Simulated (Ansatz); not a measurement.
# BrHOSn: the cost of one run

Computed with Ansatz 0.2.0 through its Python package. Level of theory: PBE0/def2-SVP.

## (1) The structure

Bond lengths: O1–Sn2 1.939 Å, Sn2–Br3 2.489 Å, O1–H4 0.975 Å. Angles: O1–Sn2–Br3 107.8°, Sn2–O1–H4 105.7°.

Input file brhosn.xyz:

```xyz
4

O    -0.49780    0.59910   -0.83320
Sn   -0.21490   -0.48460    0.74960
Br    2.21920   -0.97960    0.90820
H    -1.45090    0.80480   -0.84500
```

## (2) The code

The input, adiabatic_brhosn.py:

```python
'''Vertical and adiabatic ionisation of BrHOSn.'''

import itertools

import ansatz
from ase.data import atomic_numbers, covalent_radii
import numpy as np

params = {
    'basis': 'def2-SVP',
    'xc': 'pbe0',
    'net_charge': 1,
}

mol = ansatz.Crystal.molecule_from_extxyz('brhosn.xyz')

job = (
    mol.calculation()
    .basis(gaussian=params['basis'])
    .functional(params['xc'])
)
symbols = [site.symbol for site in mol.cartesian_sites]
start = np.array([site.position_ang for site in mol.cartesian_sites], dtype=float)
data = job.relax(force_tolerance=0.01, max_steps=100).run(threads=1, backend='cpu').report
end = np.array(data['positions_ang'])

minimum = ansatz.Crystal.molecule()
for symbol, place in zip(symbols, end):
    minimum = minimum.atom(symbol, place.tolist())
ion = (
    minimum.calculation()
    .basis(gaussian=params['basis'])
    .functional(params['xc'])
    .charge(params['net_charge'])
    .spin('collinear', total=1)
)
vertical = ion.run(threads=1, backend='cpu').report
settled = ion.relax(force_tolerance=0.01, max_steps=80).run(threads=1, backend='cpu').report
print(f'vertical ionisation energy   {vertical["free_energy_ev"] - data["free_energy_ev"]:.3f} eV')
print(f'adiabatic, no zero point     {settled["free_energy_ev"] - data["free_energy_ev"]:.3f} eV')
print(f'relaxation energy of the ion {vertical["free_energy_ev"] - settled["free_energy_ev"]:.3f} eV')
ionised = np.array(settled['positions_ang'])
# pairs closer than 1.2 times the sum of covalent radii, before or after
radius = [covalent_radii[atomic_numbers[s]] for s in symbols]
span = lambda where, i, j: np.linalg.norm(where[i] - where[j])
bonded = [(i, j) for i, j in itertools.combinations(range(len(symbols)), 2) if min(span(end, i, j), span(ionised, i, j)) < 1.2 * (radius[i] + radius[j])]
print('pair        before    after (A)')
for i, j in bonded:
    print(f'{symbols[i]}{i}-{symbols[j]}{j}'.ljust(10), f'{span(end, i, j):8.4f} {span(ionised, i, j):8.4f}')
for first, second in list(itertools.combinations(bonded, 2)):
    shared = set(first) & set(second)
    if shared and symbols[(j := shared.pop())] != 'H':
        i, k = sorted((set(first) | set(second)) - {j})
        u, v = ionised[i] - ionised[j], ionised[k] - ionised[j]
        angle = np.degrees(np.arccos(np.clip(u @ v / np.linalg.norm(u) / np.linalg.norm(v), -1, 1)))
        print(f'final angle {symbols[i]}{i}-{symbols[j]}{j}-{symbols[k]}{k}: {angle:.2f} deg')
```

## (3) The calls as engine input

The package turns the script's settings into the engine's input (first run):

```yaml
crystal:
  periodic: [false, false, false]
  atoms:
    - { symbol: O, position_ang: [-0.4978, 0.5991, -0.8332] }
    - { symbol: Sn, position_ang: [-0.2149, -0.4846, 0.7496] }
    - { symbol: Br, position_ang: [2.2192, -0.9796, 0.9082] }
    - { symbol: H, position_ang: [-1.4509, 0.8048, -0.845] }
basis:
  gaussian:
    orbitals: def2-SVP
hamiltonian:
  xc: pbe0
relax:
  f_tol: 0.01
  max_steps: 100
```

## (4) Running it

The run is started by

```
> python adiabatic_brhosn.py
```

**Question.** How long does this script take on 1 thread of Arm Neoverse V1, shared host, and how much memory does it need?

About 72 s, with a peak of 0.34 GiB.
